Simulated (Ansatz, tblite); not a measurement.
# Ge(OEt)2Me2 (C₆H₁₆GeO₂): a ladder of methods and basis sets

How do method and basis change the picture of Ge(OEt)2Me2 (C₆H₁₆GeO₂) (singlet)?

The runs use Ansatz 0.2.0, Gaussian basis; as each input shows.

The runs, in order: GFN1-xTB, GFN2-xTB, PBE-D4/def2-TZVP, r2SCAN-D4/def2-TZVP, B2PLYP/def2-TZVP, r2SCAN0-D4/def2-TZVP, CAM-B3LYP-D4/def2-TZVP, LC-ωPBE(0.10)/def2-SVP, LC-ωPBE(0.15)/def2-SVP, LC-ωPBE(0.20)/def2-SVP, LC-ωPBE(0.30)/def2-SVP, PBE-D4/def2-SVP, PBE0-D4/def2-SVP, HF/STO-3G, HF/6-31G, B3LYP-D4/6-31G, CCSD(T)/def2-TZVP, RPA/def2-TZVP.

## Step 1: The relaxed structure

The geometry is that of the singlet, from an earlier relaxation (PBE-D4/def2-SVP).

25 atoms, charge 0, spin multiplicity 1.

Bond lengths: Ge1–O2 1.799 Å, Ge1–O10 1.810 Å, Ge1–C18 1.964 Å, Ge1–C22 1.947 Å, O2–C3 1.422 Å, C3–C4 1.521 Å, C3–H5 1.116 Å, C3–H6 1.119 Å, C4–H7 1.109 Å, C4–H8 1.109 Å, C4–H9 1.108 Å, O10–C11 1.417 Å, C11–C12 1.523 Å, C11–H13 1.119 Å, C11–H14 1.118 Å, C12–H15 1.109 Å, C12–H16 1.109 Å, C12–H17 1.109 Å and more. Angles: O2–Ge1–O10 103.8°, O2–Ge1–C18 110.9°, O2–Ge1–C22 104.5°, O10–Ge1–C18 110.1°, O10–Ge1–C22 110.5°, C18–Ge1–C22 116.2°, Ge1–O2–C3 119.7°, O2–C3–C4 108.9°, O2–C3–H5 110.7°, O2–C3–H6 110.8°, C4–C3–H5 110.0°, C4–C3–H6 109.7°, H5–C3–H6 106.7°, C3–C4–H7 111.0°, C3–C4–H8 110.5°, C3–C4–H9 110.4°, H7–C4–H8 108.5°, H7–C4–H9 108.5° and more.

Coordinates:

```xyz
25
C6H16GeO2
Ge   -1.03835   -0.30174   -0.18416
O    -0.67640   -0.35679    1.57697
C     0.35237    0.46787    2.11056
C     0.64597    0.02814    3.53648
H     1.27719    0.39535    1.48993
H     0.04393    1.54388    2.10419
H     1.43578    0.65982    3.99200
H    -0.26665    0.10185    4.16194
H     0.98582   -1.02684    3.55259
O     0.55603   -0.65313   -0.96526
C     1.01185   -0.01630   -2.14571
C     2.53284   -0.07851   -2.19157
H     0.58982   -0.51921   -3.05231
H     0.68077    1.05061   -2.20038
H     2.92066    0.37174   -3.12841
H     2.97246    0.46567   -1.33041
H     2.87633   -1.13175   -2.13882
C    -1.67194    1.48020   -0.71261
H    -1.93047    1.51155   -1.78923
H    -0.90026    2.24814   -0.50962
H    -2.57771    1.72576   -0.12425
C    -2.27746   -1.77510   -0.47410
H    -3.19166   -1.62773    0.13259
H    -1.79194   -2.72100   -0.16768
H    -2.55897   -1.84245   -1.54274
```

PBE0-D4/def2-TZVP was run before; its log isn't repeated, and its numbers join the tables.

## Step 2: GFN1-xTB

Tight binding, by tblite at 300 K electronic temperature and without a spin-polarisation term:

```python
tblite.interface.Calculator('GFN1-xTB', numbers, positions, charge=0, uhf=0).singlepoint()
```

Energy -881.4267 eV, HOMO -11.57 eV, LUMO -4.56 eV; 0.023 s.

## Step 3: GFN2-xTB

Tight binding, by tblite at 300 K electronic temperature and without a spin-polarisation term:

```python
tblite.interface.Calculator('GFN2-xTB', numbers, positions, charge=0, uhf=0).singlepoint()
```

Energy -845.8231 eV, HOMO -10.69 eV, LUMO -3.64 eV; 0.013 s.

## Step 4: PBE-D4/def2-TZVP

start.molden holds the orbitals of an earlier run on this state, given as this run's starting guess.

File in.yaml:

```yaml
crystal:
  periodic: [false, false, false]
  atoms:
    - {symbol: Ge, position_ang: [-1.038353, -0.301740, -0.184163]}
    - {symbol: O, position_ang: [-0.676404, -0.356793, 1.576967]}
    - {symbol: C, position_ang: [0.352371, 0.467867, 2.110555]}
    - {symbol: C, position_ang: [0.645970, 0.028137, 3.536477]}
    - {symbol: H, position_ang: [1.277193, 0.395348, 1.489927]}
    - {symbol: H, position_ang: [0.043930, 1.543876, 2.104186]}
    - {symbol: H, position_ang: [1.435783, 0.659822, 3.992003]}
    - {symbol: H, position_ang: [-0.266655, 0.101848, 4.161944]}
    - {symbol: H, position_ang: [0.985820, -1.026838, 3.552592]}
    - {symbol: O, position_ang: [0.556034, -0.653126, -0.965260]}
    - {symbol: C, position_ang: [1.011848, -0.016300, -2.145706]}
    - {symbol: C, position_ang: [2.532842, -0.078511, -2.191567]}
    - {symbol: H, position_ang: [0.589823, -0.519212, -3.052314]}
    - {symbol: H, position_ang: [0.680770, 1.050611, -2.200376]}
    - {symbol: H, position_ang: [2.920655, 0.371745, -3.128407]}
    - {symbol: H, position_ang: [2.972458, 0.465670, -1.330412]}
    - {symbol: H, position_ang: [2.876327, -1.131747, -2.138816]}
    - {symbol: C, position_ang: [-1.671940, 1.480200, -0.712607]}
    - {symbol: H, position_ang: [-1.930473, 1.511547, -1.789232]}
    - {symbol: H, position_ang: [-0.900265, 2.248137, -0.509620]}
    - {symbol: H, position_ang: [-2.577708, 1.725756, -0.124249]}
    - {symbol: C, position_ang: [-2.277462, -1.775102, -0.474098]}
    - {symbol: H, position_ang: [-3.191657, -1.627727, 0.132588]}
    - {symbol: H, position_ang: [-1.791937, -2.721003, -0.167678]}
    - {symbol: H, position_ang: [-2.558968, -1.842445, -1.542736]}
basis:
  gaussian: {orbitals: def2-TZVP, initial_orbitals: start.molden}
hamiltonian: {xc: pbe, dispersion: d4}
scf: {omitted_lower_state_checks: [starts]}
output: {orbitals: {seedname: orbitals}}
```

Command:

```
$ ansatz run in.yaml --threads 2 --pin off --events-out ev --progress --plain --max-ram 22528MiB --backend cuda --devices 0, --max-vram 18GiB
```

Further steps of the session: r2SCAN-D4/def2-TZVP; B2PLYP/def2-TZVP; r2SCAN0-D4/def2-TZVP; CAM-B3LYP-D4/def2-TZVP; LC-ωPBE(0.10)/def2-SVP; LC-ωPBE(0.15)/def2-SVP; LC-ωPBE(0.20)/def2-SVP; LC-ωPBE(0.30)/def2-SVP; PBE-D4/def2-SVP; PBE0-D4/def2-SVP; HF/STO-3G; HF/6-31G; B3LYP-D4/6-31G; CCSD(T)/def2-TZVP; RPA/def2-TZVP.

**Question.** What will the summary of the whole plan be? Wanted: gap in def2-TZVP, named functionals, smallest and largest; gap over the ω; correlation energy, CCSD(T)/def2-TZVP; binding an atom, CCSD(T)/def2-TZVP; PBE0 total energy, smallest basis above largest.

**Answer**, as computed:

```
                                                 quantity                                      value
gap in def2-TZVP, named functionals, smallest and largest  5.71 eV (PBE-D4), 10.26 eV (CAM-B3LYP-D4)
                                  gap over the ω (1/bohr)            8.84 eV at 0.1, 12.45 eV at 0.3
                    correlation energy, CCSD(T)/def2-TZVP                                  -51.63 eV
                       binding an atom, CCSD(T)/def2-TZVP                                   3.881 eV
          PBE0 total energy, smallest basis above largest             18.98 eV (def2-SVP, def2-TZVP)
```

In words: Orbital gaps of the named functionals in def2-TZVP span 5.71 eV (PBE-D4) to 10.26 eV (CAM-B3LYP-D4); exact exchange widens it. Raising the ω (1/bohr) from 0.1 to 0.3 moves the HOMO by -2.13 eV and the LUMO by +1.48 eV. A small miss in a minimal or small basis is a cancelling of errors, not accuracy. The functionals in def2-TZVP miss CCSD(T)/def2-TZVP by +0.079 (r2SCAN0-D4) to +0.190 eV (PBE-D4) an atom. CCSD(T)/def2-TZVP isn't at the basis-set limit; small misses against it rank nothing.
